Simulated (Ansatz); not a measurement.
# SbH (singlet): wave-function methods side by side at distance Sb1–H2 = 5.695 Å, def2-SVP

How much of the correlation energy of SbH (singlet) does each wave-function method recover here?

Method: def2-SVP, core rule «outside noble gas», up to 9 orbitals frozen; program: Ansatz 0.2.0, Gaussian basis.

To be run: UHF; CCSD(T) on RHF; CCSD(T) on UHF; BCCD(T) on RHF; CISD; CCSDT(Q) on RHF; CCSDT(Q) on UHF; CISDTQ; CCSDTQ on RHF; CASSCF and MRCISD+Q, 2 electrons in 2 orbitals; CASSCF and NEVPT2, 2 electrons in 2 orbitals; CASSCF and MRCISD+Q, 6 electrons in 5 orbitals; CASSCF and NEVPT2, 6 electrons in 5 orbitals; Full CI; Full CI in the symmetry of the determinant.

22 further runs of the same task are left out: 18 that didn't finish, 4 set aside as unsound or not needed.

### 1 The system

The geometry derives from a PBE0/def2-TZVP stationary point (not a proven minimum). One bond is set to the value named and the two fragments are kept rigid. No spin-orbit coupling is included. Elements past krypton take def2 core potentials.

2 atoms, charge 0, spin multiplicity 1.

Atoms are counted from 1 here; the program's logs count them from 0.

No contacts short enough for the rule that draws bonds.

Coordinates:

```mol
HSb
  3D, bonds by distance, orders not assigned

  2  0  0  0  0  0  0  0  0  0999 V2000
    0.0000    0.0000    0.0000 Sb  0  0
    0.0000    0.0000    5.6950 H   0  0
M  END
```

### 2 UHF

in.yaml

```yaml
crystal:
  periodic: [false, false, false]
  atoms:
    - {symbol: Sb, position_ang: [0.000000, 0.000000, 0.000000]}
    - {symbol: H, position_ang: [0.000000, 0.000000, 5.695000]}
basis:
  gaussian: {orbitals: def2-SVP}
magnetization: {spin_polarized: true, initial_magnetization: 0}
hamiltonian: {xc: hf}
output: {orbitals: {seedname: orbitals}}
```

The run is started by

```
$ ansatz run in.yaml --threads 1 --pin off --events-out ev --progress --plain --max-ram 2393MiB
```

After this run come: CCSD(T) on RHF; CCSD(T) on UHF; BCCD(T) on RHF; CISD; CCSDT(Q) on RHF; CCSDT(Q) on UHF; CISDTQ; CCSDTQ on RHF; CASSCF and MRCISD+Q, 2 electrons in 2 orbitals; CASSCF and NEVPT2, 2 electrons in 2 orbitals; CASSCF and MRCISD+Q, 6 electrons in 5 orbitals; CASSCF and NEVPT2, 6 electrons in 5 orbitals; Full CI; Full CI in the symmetry of the determinant.

Before running them: what should the planned runs give, taken together? Wanted: FCI below the RHF energy; RMP2 from FCI; UMP2 from FCI; RCCSD from FCI; RCCSD(T) from FCI; UCCSD(T) from FCI; RCCSDT(Q) from FCI; UCCSDT(Q) from FCI; NEVPT2 valence from FCI.

The runs gave:

| quantity | value |
| --- | --- |
| FCI below the RHF energy | -6.9020 eV |
| RMP2 from FCI | +1571.9 meV |
| UMP2 from FCI | -145.2 meV |
| RCCSD from FCI | +534.0 meV |
| RCCSD(T) from FCI | -245.0 meV |
| UCCSD(T) from FCI | -1117.1 meV |
| RCCSDT(Q) from FCI | -39.3 meV |
| UCCSDT(Q) from FCI | -9.6 meV |
| NEVPT2 valence from FCI | +411.2 meV |
| MRCISD+Q valence from FCI | -37.7 meV |
| levels within 1 kcal/mol (43 meV) | RCCSDT, UCCSDT, CISDTQ, RCCSDT(Q), UCCSDT(Q), RCCSDTQ, MRCISD+Q valence |
| T1 diagnostic | 0.104 |
| effectively unpaired electrons | 4.01 |

RCCSD(T) lands -245.0 meV from the yardstick (3.5 % of the correlation energy). CCSD(T) misses by -245.0 meV on the restricted determinant and by -1117.1 meV on the unrestricted one; the two need not hold the same state or core. UMP2, UCCSD, RCCSD(T), UCCSD(T), BCCD(T), UCCSDT, RCCSDT(Q), UCCSDT(Q), MRCISD+Q valence fall below full CI: unrestricted runs freeze a spin-polarised core, another one than full CI's, and coupled cluster isn't variational. With 4.0 effectively unpaired electrons against 0 the state is strongly multireference. Of the multireference levels listed MRCISD+Q valence comes nearest in total energy (-37.7 meV), which doesn't show that its space is the better one. These misses are within one basis, not against nature.
